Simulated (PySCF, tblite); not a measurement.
# C₆H₁₁OS radical: geometry, infrared bands and EPR parameters

Aim: predict the infrared bands and EPR parameters of C₆H₁₁OS radical (`O=CC[CH]CCCS`).

Programs: tblite 0.8.0 and PySCF 2.14.0, with density-fitted response routines of our own. Each step states its level of theory. These are calculated values for one molecule in the gas phase, unless marked as measured. Atoms are numbered from 0 throughout.

## Step 1: The starting structure

19 atoms, charge 0, multiplicity 2; geometry from: force field or distance geometry start.

Bonds of the start (Å): O0–C1 1.24, C1–C2 1.51, C2–C3 1.48, C3–C4 1.49, C4–C5 1.52, C5–C6 1.53, C6–S7 1.82, C1–H8 1.09, C2–H9 1.09, C2–H10 1.11, C3–H11 1.10, C4–H12 1.10, C4–H13 1.10, C5–H14 1.10, C5–H15 1.10, C6–H16 1.10, C6–H17 1.10, S7–H18 1.33.

## Step 2: Relaxing the molecule with GFN2-xTB

The job: settings as JSON, then the geometry in Å.

```
{"job": {"kind": "relax", "xc": "GFN2-xTB", "basis": "xTB"}, "charge": 0, "multiplicity": 2}
O     -1.877800     0.244300     1.626300
C     -2.473400     0.661600     0.617700
C     -2.009800     0.436000    -0.803300
C     -0.818800    -0.433000    -0.932100
C      0.556200     0.135600    -1.030700
C      1.203800     0.467100     0.306800
C      1.409700    -0.716500     1.249800
S      2.639100    -1.908000     0.632900
H     -3.390500     1.244500     0.732000
H     -1.838300     1.419300    -1.251200
H     -2.856500    -0.024000    -1.346100
H     -0.930800    -1.509900    -0.745800
H      0.508600     1.052500    -1.633000
H      1.187400    -0.563000    -1.605700
H      2.171100     0.964800     0.125900
H      0.590400     1.216800     0.837400
H      1.771300    -0.351400     2.223900
H      0.468200    -1.254200     1.435800
H      3.680400    -1.073300     0.647100
```

Started as:

```sh
OMP_NUM_THREADS=1 python probes_run.py task.json out
```

The driver reads the jobs from task.json and runs them one after another.

**Question.** This job is followed by: GFN2-xTB harmonic vibrations, gas phase; UKS B3LYP, pcH-1 on C H O S, non-relativistic, mean-field spin-orbit, GIAO. What will the session give for the following? strongest single infrared mode (GFN2-xTB); zero-point energy (GFN2-xTB); g(iso) (B3LYP); ⟨S²⟩; largest a(iso) (averaged by class); surface potential, 1st and 99th percentile.

As calculated:

| quantity | value |
| --- | --- |
| strongest single infrared mode (GFN2-xTB) | 1787 cm⁻¹, 311 km/mol |
| zero-point energy (GFN2-xTB) | 94.9 kcal/mol |
| g(iso) (B3LYP) | 2.00270 |
| ⟨S²⟩ | 0.754 (exact 0.75) |
| largest a(iso) (averaged by class) | 13C on C3, 103.7 MHz |
| surface potential, 1st and 99th percentile | -1.35 V and 1.18 V |

**Reading.** The optimisation took 93 steps and gained 0.165 eV; among the close pairs (by a distance rule), O0–C1 changed most, from 1.243 to 1.196 Å. No mode is imaginary among the 51: a minimum at this level. The strongest single mode, at 1787 cm⁻¹, moves mainly C1 and O0. GFN2-xTB is a fitted tight-binding method: band positions and strengths are rough. Its intensities can rank the bands wrongly. C3 carries the largest spin population, 1.03 e. The isotropic g lies 0.4 ppt above the free-electron value.
